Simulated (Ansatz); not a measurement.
# La2Fe2Si2C: a single-point run

The task is a single-point run on La2Fe2Si2C. The structure is shown as the input types it.

Computed with Ansatz 0.2.0 (Kohn-Sham DFT, with the functional, basis and potentials that each input names (as first typed), unless a step's input says otherwise).

## (1) The starting structure

The structure is monoclinic, space group C2/m (No. 12). The conventional cell has a = 10.823 Å, b = 3.987 Å, c = 7.055 Å, α = 90.00°, β = 128.26°, γ = 90.00°. C (site symmetry 2/m) has 2 Fe at 1.78 Å in its first shell of neighbours. Fe (site symmetry m) has 1 C at 1.78 Å and 3 Si at 2.27 to 2.28 Å in its first shell of neighbours. La (site symmetry m) has 2 C at 2.70 Å and 6 Si at 3.04 to 3.46 Å and 6 Fe at 3.09 to 3.41 Å in its first shell of neighbours. Si (site symmetry m) is surrounded by 3 Fe at 2.27 to 2.28 Å and 5 La at 3.04 to 3.25 Å.

Structure file:

```cif
data_structure
_symmetry_space_group_name_H-M 'P 1'
_symmetry_Int_Tables_number 1
_cell_length_a 7.0553
_cell_length_b 8.0659
_cell_length_c 8.0659
_cell_angle_alpha 95.725
_cell_angle_beta 114.550
_cell_angle_gamma 114.550
_cell_volume 358.61
loop_
_atom_site_label
_atom_site_type_symbol
_atom_site_fract_x
_atom_site_fract_y
_atom_site_fract_z
_atom_site_occupancy
C1 C 0.00000 0.33333 0.66667 1
C2 C 0.00000 0.66667 0.33333 1
C3 C 0.00000 0.00000 0.00000 1
Fe1 Fe 0.08128 0.52517 0.85850 1
Fe2 Fe 0.08128 0.85850 0.52517 1
Fe3 Fe 0.08128 0.19183 0.19183 1
Fe4 Fe 0.91872 0.14150 0.47483 1
Fe5 Fe 0.91872 0.47483 0.14150 1
Fe6 Fe 0.91872 0.80817 0.80817 1
La1 La 0.30317 0.89170 0.22504 1
La2 La 0.30317 0.22504 0.89170 1
La3 La 0.30317 0.55837 0.55837 1
La4 La 0.69683 0.77496 0.10830 1
La5 La 0.69683 0.10830 0.77496 1
La6 La 0.69683 0.44163 0.44163 1
Si1 Si 0.75301 0.51844 0.85178 1
Si2 Si 0.75301 0.85178 0.51844 1
Si3 Si 0.75301 0.18511 0.18511 1
Si4 Si 0.24699 0.14822 0.48156 1
Si5 Si 0.24699 0.48156 0.14822 1
Si6 Si 0.24699 0.81489 0.81489 1
```

## (2) The calculation

File input.yaml:

```yaml
crystal:
  lattice:
    - [4.3014849408, 0.0, -5.5923796254]
    - [-5.4111115415, -5.9812158919, 0.0658493598]
    - [-5.4111115415, 5.9812158919, 0.0658493598]
  atoms:
    - { symbol: C, position: [0.0, 0.3333333333, 0.6666666667] }
    - { symbol: C, position: [0.0, 0.6666666667, 0.3333333333] }
    - { symbol: C, position: [0.0, 0.0, 0.0] }
    - { symbol: Fe, position: [0.081280696, 0.5251661454, 0.8584994787] }
    - { symbol: Fe, position: [0.081280696, 0.8584994787, 0.5251661454] }
    - { symbol: Fe, position: [0.081280696, 0.1918328121, 0.1918328121] }
    - { symbol: Fe, position: [0.918719304, 0.1415005213, 0.4748338546] }
    - { symbol: Fe, position: [0.918719304, 0.4748338546, 0.1415005213] }
    - { symbol: Fe, position: [0.918719304, 0.8081671879, 0.8081671879] }
    - { symbol: La, position: [0.3031703211, 0.8917029042, 0.2250362375] }
    - { symbol: La, position: [0.3031703211, 0.2250362375, 0.8917029042] }
    - { symbol: La, position: [0.3031703211, 0.5583695709, 0.5583695709] }
    - { symbol: La, position: [0.6968296789, 0.7749637625, 0.1082970958] }
    - { symbol: La, position: [0.6968296789, 0.1082970958, 0.7749637625] }
    - { symbol: La, position: [0.6968296789, 0.4416304291, 0.4416304291] }
    - { symbol: Si, position: [0.7530052523, 0.518444515, 0.8517778484] }
    - { symbol: Si, position: [0.7530052523, 0.8517778484, 0.518444515] }
    - { symbol: Si, position: [0.7530052523, 0.1851111817, 0.1851111817] }
    - { symbol: Si, position: [0.2469947477, 0.1482221516, 0.481555485] }
    - { symbol: Si, position: [0.2469947477, 0.481555485, 0.1482221516] }
    - { symbol: Si, position: [0.2469947477, 0.8148888183, 0.8148888183] }
basis:
  ecutwfc: 420
  xc_grid: 2
kpoints:
  mp_grid: { grid: [4, 3, 3], shift: [0.5, 0.0, 0.0] }
hamiltonian:
  xc: b3-lyp
scf:
  occupations: { method: gaussian, width: 0.05 }
  max_iter: 100
output:
  forces: true
  eigenvalues: true
  stress: true
```

The run is started by

```
$ ansatz run input.yaml --threads 8 --pin off --max-ram 14336MiB --backend cpu --events-out ev --progress --plain --runs-dir out
```

Q: Will this input give a usable result? If not, why, and what should change?

Nothing was computed: the input was turned down at the start. The line that matters: «line 34 column 7: hamiltonian.xc: unknown variant `b3-lyp`, expected one of `lda`, `lda-pw`, `pw92`, `pbe`, `pbesol`, `rpbe`, `revpbe`, `blyp`, ...»

Look at the input: hamiltonian.xc is b3-lyp. The method's name matches nothing in the program's list.

Remedy: set hamiltonian.xc to pbesol. Any name on the list would pass the check; a listed functional of a like name need not be the same functional.
